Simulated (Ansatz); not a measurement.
# GdO (F-43m) in Ansatz: further runs

One crystal, GdO, is run at these levels: PBE+U; tasks: band structure.

All numbers are computed with Ansatz 0.2.0; they aren't measurements. Logs are shortened: lines on timing, memory, paths and dates and some standing lists are left out, and cuts for length are marked.

**1. The structure**

The structure is cubic, space group F-43m (No. 216). The conventional cell has a = 5.400 Å, b = 5.400 Å, c = 5.400 Å, α = 90.00°, β = 90.00°, γ = 90.00°. Around Gd (site symmetry -43m) lie 4 O at 2.34 Å. Around O (site symmetry -43m) lie 4 Gd at 2.34 Å.

**2. Band structure, PBE+U, collinear spin, ferromagnetic start**

File input.yaml:

```yaml
crystal:
  lattice:
    - [0.0, 2.7, 2.7]
    - [2.7, 0.0, 2.7]
    - [2.7, 2.7, 0.0]
  atoms:
    - { symbol: Gd, position: [0.0, 0.0, 0.0], spin: 7.0 }
    - { symbol: O, position: [0.75, 0.75, 0.75] }
hamiltonian:
  xc: pbe
  pseudopotentials: { kind: paw }
  hubbard: { sites: [{ species: Gd, l: f, u_eff: 5.0 }] }
magnetization:
  spin_polarized: true
kpoints:
  mp_grid: { grid: [9, 9, 9] }
  band_path:
    path:
      - [[0.0, 0.0, 0.0], [0.5, 0.0, 0.5], [0.5, 0.25, 0.75], [0.375, 0.375, 0.75], [0.0, 0.0, 0.0], [0.5, 0.5, 0.5], [0.625, 0.25, 0.625], [0.5, 0.25, 0.75], [0.5, 0.5, 0.5], [0.375, 0.375, 0.75]]
      - [[0.625, 0.25, 0.625], [0.5, 0.0, 0.5]]
    npoints: 14
scf:
  occupations: { method: fermi_dirac, width: 0.05 }
  n_extra_bands: 6
output:
  forces: true
  stress: true
  eigenvalues: true
  fatbands: false
```

Potentials or basis: Ansatz PAW.

Run with:

```bash
$ ansatz run input.yaml --threads 2 --pin off --max-ram 5632MiB --backend cpu --events-out ev --progress --plain --runs-dir out
```

What it wrote:

```text
Warning: the band count 18 (scf.n_extra_bands) hosts the net moment |M| = 7.0000 μB (N_el = 24) but caps the reachable moment at 2·n_bands − N_el = 12.0000 μB, below the 20 bands that the automatic rule leaves for it — a moment growing past the seed, or the majority channel's smearing tail, pins there with fewer empty majority states than that count leaves; raise or omit scf.n_extra_bands unless the cap is intended
Warning: RAYON_NUM_THREADS=2 ignored (pool sized by the plan → 2); use --threads N
Gd: projections on atomic orbitals take those of the free atom [Kr 4d10] 4f7 5s2 5p6 5d1 6s2, of charge +0.00 (hamiltonian.pseudopotentials.projection_atoms); the dataset's partial waves leave at most 2.5e-4 of an orbital's norm unspanned inside its sphere
O: projections on atomic orbitals take those of the free atom [He] 2s2 2p4, of charge +0.00 (hamiltonian.pseudopotentials.projection_atoms); the dataset's partial waves leave at most 1.9e-8 of an orbital's norm unspanned inside its sphere
scf.n_extra_bands = 6 over 12 filled bands (N_el = 24.0): the run solves 18 bands
Engine: ansatz 0.2.0, aarch64-unknown-linux-gnu
Pseudopotentials: kind: paw
Pseudopotential: Gd, paw, valence charge 18, recommended cutoff 420 eV (normal), Gd.paw.azcp
Pseudopotential: O, paw, valence charge 6, recommended cutoff 420 eV (normal), O.paw.azcp
Functional definition: PBE
  parameter kappa = 0.804
  parameter beta = 0.06672455060314922
  exchange = pbe_x(kappa = kappa, mu = beta*pi^2/3)
  correlation = pbe_c(beta = beta)
Crystal: 2 atoms, lattice volume = 39.366 Å³
Basis set: ecut = 420 eV, 749 PW (Γ), exchange–correlation on 54×54×54 points (8 copies of the dense FFT grid, shifted against one another)
Bands: 18, of which v1, the nominal top of the filled ones, is band 12 counted from 1 (11 counted from 0)
Symmetry: 24 space group operations
Space group: F-43m (ITA 216), of the structure as read, at distance tolerance 3.4e-5 Å
Magnetic group: BNS 216.74 (UNI 1576), of the structure as read, at distance tolerance 3.4e-5 Å
k-points: 35 of 729 (time reversal used)
Non-local potential: Gd, projectors of the file, l = 0: 3, l = 1: 2, l = 2: 2, l = 3: 3
Non-local potential: O, projectors of the file, l = 0: 2, l = 1: 2, l = 2: 1
PAW form: soft (Blöchl's): semilocal exchange-correlation on the pseudo side does not see the compensation charge
PAW one-centre angular grid: Gd, 590 points (default); XC on 64 Gauss nodes
PAW one-centre angular grid: O, 110 points (default); XC on 64 Gauss nodes
Initial density: superposition of atomic densities (chi_scale 0.1, normalization cell, long waves kept (reshape's long-wave potential 0.00 eV rms))
Starting moments: Σ|m| = 7 μB on 1 of 2 sites
Initial wavefunctions: pseudopotential atomic-orbital guess
Functional: x = pbe(κ = 0.804, μ = 0.2195149727645171), c = pbe(β = 0.06672455060314922)
SCF iter   1: F=—  HF=-9902.285093 eV  |F-HF|=—  |Δ(HF+E_count)|=         —  Δρ=5.49e-2 (↑5.49e-2 ↓4.10e-2)  dr2=2.52e0  dr2_m=1.95e-1  M=7.047 μB ∫|m|=7.166 μB  β_m=0.30  ethr=3.10e-3  ⟨swp⟩=5.2  Hψ=5288  notcnv=0
Mixer restart at iter 1: flushing history
preconditioner: auto → Kerker (q_TF=auto, 2.512 Å⁻¹)  [metal: Δε(μ)=0.006 eV  Ē_g=13.313 eV  σ=0.050 eV  W_gap=0.03  n_scr=14 (ndim 8)  ℏωp=27.8 eV  f_vac=0.000  D(μ)=4.24/eV (n_scr^D=58)]
spin=Collinear: Kerker preconditioning applied to the charge; magnetization (m = ρ↑ − ρ↓) channel mixes plain (no charge-response kernel on spin).
SCF iter   2: F=—  HF=-9901.877921 eV  |F-HF|=—  |Δ(HF+E_count)|=   4.07e-1  Δρ=2.64e-2 (↑2.64e-2 ↓2.36e-2)  dr2=4.13e-1  dr2_m=1.21e-1  M=7.177 μB ∫|m|=7.274 μB  β_m=0.42  ethr=3.10e-3  ⟨swp⟩=2.9  Hψ=2764  notcnv=0
SCF iter   3: F=—  HF=-9901.974314 eV  |F-HF|=—  |Δ(HF+E_count)|=   9.64e-2  Δρ=1.63e-2 (↑1.27e-2 ↓1.63e-2)  dr2=1.01e-1  dr2_m=5.12e-2  M=7.391 μB ∫|m|=7.461 μB  β_m=0.71  ethr=1.72e-3  ⟨swp⟩=2.5  Hψ=2125  notcnv=0
SCF iter   4: F=—  HF=-9902.257271 eV  |F-HF|=—  |Δ(HF+E_count)|=   2.83e-1  Δρ=1.05e-2 (↑5.59e-3 ↓1.05e-2)  dr2=5.46e-2  dr2_m=1.27e-2  M=7.827 μB ∫|m|=7.830 μB  β_m=0.86  ethr=4.20e-4  ⟨swp⟩=2.6  Hψ=2805  notcnv=0
SCF iter   5: F=—  HF=-9902.362464 eV  |F-HF|=—  |Δ(HF+E_count)|=   1.05e-1  Δρ=3.59e-3 (↑3.59e-3 ↓3.39e-3)  dr2=1.13e-2  dr2_m=1.68e-4  M=7.920 μB ∫|m|=7.922 μB  β_m=0.76  ethr=2.27e-4  ⟨swp⟩=3.3  Hψ=3112  notcnv=0  defer=3
SCF iter   6: F=—  HF=-9902.331372 eV  |F-HF|=—  |Δ(HF+E_count)|=   3.11e-2  Δρ=5.43e-3 (↑2.87e-3 ↓5.43e-3)  dr2=7.92e-3  dr2_m=4.37e-3  M=7.923 μB ∫|m|=7.925 μB  β_m=0.75  ethr=4.70e-5  ⟨swp⟩=2.5  Hψ=2951  notcnv=0  defer=12
SCF iter   7: F=—  HF=-9902.350435 eV  |F-HF|=—  |Δ(HF+E_count)|=   1.91e-2  Δρ=2.26e-3 (↑1.50e-3 ↓2.26e-3)  dr2=2.83e-3  dr2_m=7.61e-4  M=7.904 μB ∫|m|=7.906 μB  β_m=0.81  ethr=3.30e-5  ⟨swp⟩=2.5  Hψ=2781  notcnv=0  defer=12
SCF iter   8: F=—  HF=-9902.354499 eV  |F-HF|=—  |Δ(HF+E_count)|=   4.06e-3  Δρ=3.21e-4 (↑2.21e-4 ↓3.21e-4)  dr2=1.48e-4  dr2_m=5.82e-6  M=7.922 μB ∫|m|=7.924 μB  β_m=0.89  ethr=1.18e-5  ⟨swp⟩=2.0  Hψ=2616  notcnv=0  defer=12
SCF iter   9: F=—  HF=-9902.354346 eV  |F-HF|=—  |Δ(HF+E_count)|=   1.53e-4  Δρ=5.55e-4 (↑3.01e-4 ↓5.55e-4)  dr2=1.01e-4  dr2_m=4.92e-5  M=7.923 μB ∫|m|=7.925 μB  β_m=0.89  ethr=6.16e-7  ⟨swp⟩=2.0  Hψ=2369  notcnv=0  defer=12
SCF iter  10: F=—  HF=-9902.354500 eV  |F-HF|=—  |Δ(HF+E_count)|=   1.54e-4  Δρ=3.07e-4 (↑1.45e-4 ↓3.07e-4)  dr2=2.84e-5  dr2_m=1.42e-5  M=7.923 μB ∫|m|=7.925 μB  β_m=0.90  ethr=4.22e-7  ⟨swp⟩=2.3  Hψ=1929  notcnv=0  defer=12
SCF iter  11: F=—  HF=-9902.354579 eV  |F-HF|=—  |Δ(HF+E_count)|=   7.91e-5  Δρ=1.89e-5 (↑1.30e-5 ↓1.89e-5)  dr2=2.39e-7  dr2_m=3.52e-8  M=7.921 μB ∫|m|=7.923 μB  β_m=0.95  ethr=1.18e-7  ⟨swp⟩=2.0  Hψ=2106  notcnv=0  defer=12
SCF iter  12: F=—  HF=-9902.354580 eV  |F-HF|=—  |Δ(HF+E_count)|=   3.50e-7  Δρ=1.15e-5 (↑1.15e-5 ↓9.72e-6)  dr2=1.81e-7  dr2_m=1.70e-9  M=7.922 μB ∫|m|=7.923 μB  β_m=0.86  ethr=9.95e-10  ⟨swp⟩=3.1  Hψ=2347  notcnv=0  defer=12
SCF iter  13: F=-9902.354580 eV  HF=-9902.354580 eV  |F-HF|=2.20e-9  |Δ(HF+E_count)|=   1.79e-8  Δρ=1.57e-6 (↑1.55e-6 ↓1.57e-6)  dr2=4.80e-9  dr2_m=1.18e-10  M=7.922 μB ∫|m|=7.923 μB  ethr=4.17e-10  ⟨swp⟩=3.9  Hψ=5613  notcnv=0
SCF 1 converged in 13 iterations: F = -9902.354580 eV  dr2 = 4.80e-9
NSCF: frozen V_eff on 142 k-points
SCF converged after 13 iterations
Magnetization: 7.9216 μB (15.9608 up, 8.0392 down)
Absolute magnetization: 7.9235 μB (∫|ρ↑−ρ↓|, with the PAW one-centre terms)
Spin contamination: 0.0095 ħ² per cell (⟨S²⟩ above its minimum at these occupations)
Per-site moments (μB) at R_I (Å): [(7.012585770661997, 0.9645357934649184), (0.020300606994131585, 0.9645357934649184)]
Free energy (F): -9902.354580 eV
Harris-Foulkes:  -9902.354580 eV  (|F-HF|=2.20e-9)
Internal energy: -9902.349133 eV  (E = F + TS)
E sigma→0 (E₀):  -9902.351856 eV
Entropy (-TS):   -0.005446 eV (-2.723 meV/atom)
Fermi energy:    12.537518 eV
--- Per-component energies (eV) ---
  E_band       = -48.739708
  E_kinetic    = 580.244309
  E_local      = -2481.137648  (includes V_loc(G=0)·N_el)
  E_nonlocal   = 333.022677
  E_hartree    = 1011.416589
  E_xc         = -309.053520
  E_vxc        = -349.611890  (∫ρ·V_xc dr)
  E_hubbard    = 0.086214  (on-site DFT+U / exact-exchange correction)
  E_vhub       = -17.390063  (the Hubbard potential's part of the band-sum identity)
  E_paw        = -6605.298687  (= ΣΔE_a)
  E_vpaw       = -136.700816  (= ΣTr[D̂ρ^β])
  E_aug_tail   = 0.002419  (compensation charges beyond the density's cutoff)
  E_ewald      = -2431.631488
  E_smearing   = -0.005446  (= −TS)
  E_closure    = -0.000000  (closes the sum)
  Σ components = -9902.354580   (vs F -9902.354580, Δ=0.00e0)
--- Forces (eV/Å), atoms counted from 1 ---
  atom   1  Gd    -0.00000000     0.00000000     0.00000000
  atom   2  O      0.00000000    -0.00000000    -0.00000000
  max |Σ_I F_I| component: 1.39e-16 eV/Å
--- Stress (GPa, compression-positive) ---
       -0.267146      -0.000000      -0.000000
       -0.000000      -0.267146      -0.000000
       -0.000000       0.000000      -0.267146
  P = ⅓ Tr σ = -0.2671 GPa (-2.671 kbar)
--- Band table (eV; the first three rows and the last of 70) ---
  k-point 0 ↑: bands = ["-33.5106", "-10.7201", "-10.7201", "-10.7201", "-6.9477", "4.2794", "4.2794", "4.2794", "4.4107", "4.4481", "4.4481", "4.4481", "6.8898", "6.8898", "6.8898", "10.1036", "14.8700", "14.8700"]
  k-point 1 ↑: bands = ["-33.5064", "-10.8379", "-10.7290", "-10.7290", "-6.8388", "4.2807", "4.2867", "4.2867", "4.4214", "4.4364", "4.4364", "4.4484", "6.7573", "6.9508", "6.9508", "10.5931", "14.6599", "14.6599"]
  k-point 2 ↑: bands = ["-33.4956", "-11.1074", "-10.7512", "-10.7512", "-6.5980", "4.2886", "4.3015", "4.3015", "4.4144", "4.4144", "4.4368", "4.4493", "6.6481", "7.0901", "7.0901", "11.6212", "14.4122", "14.4122"]
  k-point 34 ↓: bands = ["-30.2455", "-9.7253", "-8.6558", "-8.5188", "-5.2905", "7.1593", "7.4436", "8.0500", "13.4344", "13.8425", "14.6327", "14.6517", "14.7426", "14.7723", "14.8167", "14.9217", "14.9722", "16.7528"]
Occupation matrices written to <dir>
```

Wall time 11 s (2 threads of Arm Neoverse V1, shared host); peak memory 0.4 GiB.

Results:

- Free energy: -9902.3546 eV
- Pressure: -0.3 GPa
- Band gap on the k mesh: none (metal or under the smearing width)
- Net moment: 7.92 μB per cell
- Absolute moment: 7.92 μB per cell
- Site moments: Gd +7.01; O +0.02 μB

Levels at the corners of the path, in eV from the Fermi level:
Spin up:
| point | band 13 | band 14 | band 15 | band 16 | band 17 | band 18 |
| --- | --- | --- | --- | --- | --- | --- |
| Γ | -5.65 | -5.65 | -5.65 | -2.43 | 2.33 | 2.33 |
| X | -6.22 | -4.52 | -4.52 | -1.10 | 0.86 | 3.87 |
| W | -5.53 | -5.13 | -4.51 | -1.11 | 0.56 | 3.08 |
| K | -5.81 | -4.72 | -4.71 | -1.11 | 0.98 | 2.59 |
| Γ | -5.65 | -5.65 | -5.65 | -2.43 | 2.33 | 2.33 |
| L | -5.45 | -5.25 | -5.25 | -0.01 | 2.23 | 2.23 |
| U | -5.81 | -4.72 | -4.71 | -1.11 | 0.98 | 2.59 |
| W | -5.53 | -5.13 | -4.51 | -1.11 | 0.56 | 3.08 |
| L | -5.45 | -5.25 | -5.25 | -0.01 | 2.23 | 2.23 |
| K | -5.81 | -4.72 | -4.71 | -1.11 | 0.98 | 2.59 |
| U | -5.81 | -4.72 | -4.71 | -1.11 | 0.98 | 2.59 |
| X | -6.22 | -4.52 | -4.52 | -1.10 | 0.86 | 3.87 |
Spin down:
| point | band 5 | band 6 | band 7 | band 8 | band 9 | band 10 | band 11 | band 12 |
| --- | --- | --- | --- | --- | --- | --- | --- | --- |
| Γ | -19.36 | -5.54 | -5.54 | -5.54 | -1.12 | 2.09 | 2.09 | 2.09 |
| X | -17.87 | -6.07 | -4.44 | -4.44 | 0.86 | 1.23 | 2.11 | 2.17 |
| W | -17.81 | -5.27 | -5.20 | -4.45 | 0.88 | 1.26 | 2.10 | 2.11 |
| K | -17.85 | -5.65 | -4.66 | -4.65 | 0.74 | 1.49 | 2.09 | 2.13 |
| Γ | -19.36 | -5.54 | -5.54 | -5.54 | -1.12 | 2.09 | 2.09 | 2.09 |
| L | -18.20 | -5.15 | -5.15 | -5.12 | 1.22 | 1.94 | 2.06 | 2.06 |
| U | -17.85 | -5.65 | -4.66 | -4.65 | 0.74 | 1.49 | 2.09 | 2.13 |
| W | -17.81 | -5.27 | -5.20 | -4.45 | 0.88 | 1.26 | 2.10 | 2.11 |
| L | -18.20 | -5.15 | -5.15 | -5.12 | 1.22 | 1.94 | 2.06 | 2.06 |
| K | -17.85 | -5.65 | -4.66 | -4.65 | 0.74 | 1.49 | 2.09 | 2.13 |
| U | -17.85 | -5.65 | -4.66 | -4.65 | 0.74 | 1.49 | 2.09 | 2.13 |
| X | -17.87 | -6.07 | -4.44 | -4.44 | 0.86 | 1.23 | 2.11 | 2.17 |

Eigenvalues of the final occupation matrices:
```tsv
site	spin	trace	eigenvalues
site 1	1	7.00	1.00 1.00 1.00 1.00 1.00 1.00 1.00
site 1	2	0.03	0.00 0.00 0.00 0.00 0.00 0.00 0.01
```

Caveat: the magnetic or orbital state may not be the lowest; the pressure holds a Pulay correction of +0.3 GPa for the finite cutoff; spin-orbit coupling is left out, which moves the levels of the heavy elements; a cell with one magnetic atom can't hold antiferromagnetic order, which such compounds often take.

**3. Band structure, PBE+U, collinear spin, ferromagnetic start**

input.yaml: that of step 2 with these lines changed.

```diff
@@ -11,3 +11,3 @@
   pseudopotentials: { kind: paw }
-  hubbard: { sites: [{ species: Gd, l: f, u_eff: 5.0 }] }
+  hubbard: { sites: [{ species: Gd, l: f, u_eff: 6.0 }] }
 magnetization:
```

Potentials or basis: Ansatz PAW.

Run with:

```bash
$ ansatz run input.yaml --threads 2 --pin off --max-ram 5632MiB --backend cpu --events-out ev --progress --plain --runs-dir out
```

What it wrote:

```text
Warning: the band count 18 (scf.n_extra_bands) hosts the net moment |M| = 7.0000 μB (N_el = 24) but caps the reachable moment at 2·n_bands − N_el = 12.0000 μB, below the 20 bands that the automatic rule leaves for it — a moment growing past the seed, or the majority channel's smearing tail, pins there with fewer empty majority states than that count leaves; raise or omit scf.n_extra_bands unless the cap is intended
Warning: RAYON_NUM_THREADS=2 ignored (pool sized by the plan → 2); use --threads N
Gd: projections on atomic orbitals take those of the free atom [Kr 4d10] 4f7 5s2 5p6 5d1 6s2, of charge +0.00 (hamiltonian.pseudopotentials.projection_atoms); the dataset's partial waves leave at most 2.5e-4 of an orbital's norm unspanned inside its sphere
O: projections on atomic orbitals take those of the free atom [He] 2s2 2p4, of charge +0.00 (hamiltonian.pseudopotentials.projection_atoms); the dataset's partial waves leave at most 1.9e-8 of an orbital's norm unspanned inside its sphere
scf.n_extra_bands = 6 over 12 filled bands (N_el = 24.0): the run solves 18 bands
[... 1 set-up line as earlier in the session ...]
[... 68 lines left out ...]
  Σ components = -9902.338473   (vs F -9902.338473, Δ=0.00e0)
--- Forces (eV/Å), atoms counted from 1 ---
  atom   1  Gd    -0.00000000     0.00000000     0.00000000
  atom   2  O      0.00000000    -0.00000000    -0.00000000
  max |Σ_I F_I| component: 6.48e-17 eV/Å
--- Stress (GPa, compression-positive) ---
       -0.156951       0.000000      -0.000000
        0.000000      -0.156951       0.000000
       -0.000000       0.000000      -0.156951
  P = ⅓ Tr σ = -0.1570 GPa (-1.570 kbar)
--- Band table (eV; the first three rows and the last of 70) ---
  k-point 0 ↑: bands = ["-33.5219", "-10.7293", "-10.7293", "-10.7293", "-6.9461", "3.7769", "3.7769", "3.7769", "3.9027", "3.9291", "3.9291", "3.9291", "6.8784", "6.8784", "6.8784", "10.0968", "14.8657", "14.8657"]
  k-point 1 ↑: bands = ["-33.5177", "-10.8468", "-10.7381", "-10.7381", "-6.8372", "3.7774", "3.7840", "3.7840", "3.9122", "3.9179", "3.9179", "3.9294", "6.7465", "6.9392", "6.9392", "10.5876", "14.6558", "14.6558"]
  k-point 2 ↑: bands = ["-33.5069", "-11.1155", "-10.7603", "-10.7603", "-6.5964", "3.7832", "3.7985", "3.7985", "3.8961", "3.8961", "3.9244", "3.9303", "6.6402", "7.0787", "7.0787", "11.6176", "14.4082", "14.4082"]
  k-point 34 ↓: bands = ["-30.2546", "-9.7282", "-8.6624", "-8.5255", "-5.2899", "7.1673", "7.4497", "8.0580", "13.4496", "13.9092", "15.0951", "15.1216", "15.2183", "15.2513", "15.2920", "15.3498", "15.4248", "16.7759"]
Occupation matrices written to <dir>
```

occupation_matrices:

```text
# The occupation matrices of the corrected shells as a run of Ansatz 0.0.0 ended. An entry of
# hamiltonian.hubbard.sites starts from them by `starting_ns: <path of this file>`, where that key's refused
# combinations let it.
[... 32 lines left out ...]
      - [2.168404344971009e-19, 3.049318610115481e-20, -3.3881317890172014e-20, 0.003257600549640237, -1.0164395367051604e-20, 4.573977915173222e-20, -1.2874900798265365e-19]
      - [1.3552527156068805e-20, -8.470329472543003e-20, 2.879912020664621e-20, -9.317362419797304e-21, 0.008134875537355056, 1.0164395367051604e-19, -1.6940658945086007e-20]
      - [-1.3552527156068805e-20, 0.0003024974959684939, 1.3552527156068805e-20, 3.3881317890172014e-20, 9.317362419797304e-20, 0.00286707796158843, 3.3881317890172014e-20]
      - [1.5585406229479126e-19, 2.0328790734103208e-20, -0.0003024974959684936, -1.5585406229479126e-19, 3.3881317890172014e-21, 2.710505431213761e-20, 0.002867077961588429]
```

Wall time 11 s (2 threads of Arm Neoverse V1, shared host); peak memory 0.4 GiB.

Results:

```yaml
Free_energy: -9902.3385 eV
Pressure: -0.2 GPa
Band_gap_on_the_k_mesh: none (metal or under the smearing width)
Net_moment: 7.93 μB per cell
Absolute_moment: 7.93 μB per cell
Site_moments: Gd +7.02; O +0.02 μB
```

Levels at the corners of the path, in eV from the Fermi level:
Spin up:
```tsv
point	band 13	band 14	band 15	band 16	band 17	band 18
Γ	-5.66	-5.66	-5.66	-2.44	2.33	2.33
X	-6.24	-4.52	-4.52	-1.10	0.86	3.86
W	-5.53	-5.15	-4.52	-1.12	0.56	3.07
K	-5.82	-4.73	-4.72	-1.12	0.98	2.58
Γ	-5.66	-5.66	-5.66	-2.44	2.33	2.33
L	-5.46	-5.25	-5.25	-0.01	2.22	2.22
U	-5.82	-4.73	-4.72	-1.12	0.98	2.58
W	-5.53	-5.15	-4.52	-1.12	0.56	3.07
L	-5.46	-5.25	-5.25	-0.01	2.22	2.22
K	-5.82	-4.73	-4.72	-1.12	0.98	2.58
U	-5.82	-4.73	-4.72	-1.12	0.98	2.58
X	-6.24	-4.52	-4.52	-1.10	0.86	3.86
```
Spin down:
| point | band 6 | band 7 | band 8 | band 9 | band 10 | band 11 |
| --- | --- | --- | --- | --- | --- | --- |
| Γ | -5.54 | -5.54 | -5.54 | -1.10 | 2.55 | 2.55 |
| X | -6.07 | -4.44 | -4.44 | 0.87 | 1.33 | 2.59 |
| W | -5.26 | -5.20 | -4.44 | 0.88 | 1.32 | 2.57 |
| K | -5.64 | -4.65 | -4.65 | 0.75 | 1.63 | 2.54 |
| Γ | -5.54 | -5.54 | -5.54 | -1.10 | 2.55 | 2.55 |
| L | -5.14 | -5.14 | -5.11 | 1.35 | 2.35 | 2.47 |
| U | -5.64 | -4.65 | -4.65 | 0.75 | 1.63 | 2.54 |
| W | -5.26 | -5.20 | -4.44 | 0.88 | 1.32 | 2.57 |
| L | -5.14 | -5.14 | -5.11 | 1.35 | 2.35 | 2.47 |
| K | -5.64 | -4.65 | -4.65 | 0.75 | 1.63 | 2.54 |
| U | -5.64 | -4.65 | -4.65 | 0.75 | 1.63 | 2.54 |
| X | -6.07 | -4.44 | -4.44 | 0.87 | 1.33 | 2.59 |

Eigenvalues of the final occupation matrices:
```csv
site,spin,trace,eigenvalues
site 1,1,7.00,1.00 1.00 1.00 1.00 1.00 1.00 1.00
site 1,2,0.03,0.00 0.00 0.00 0.00 0.00 0.00 0.01
```

Caveat: the magnetic or orbital state may not be the lowest; the pressure holds a Pulay correction of +0.3 GPa for the finite cutoff; spin-orbit coupling is left out, which moves the levels of the heavy elements; a cell with one magnetic atom can't hold antiferromagnetic order, which such compounds often take.

(Continued in part 2 of 2.)
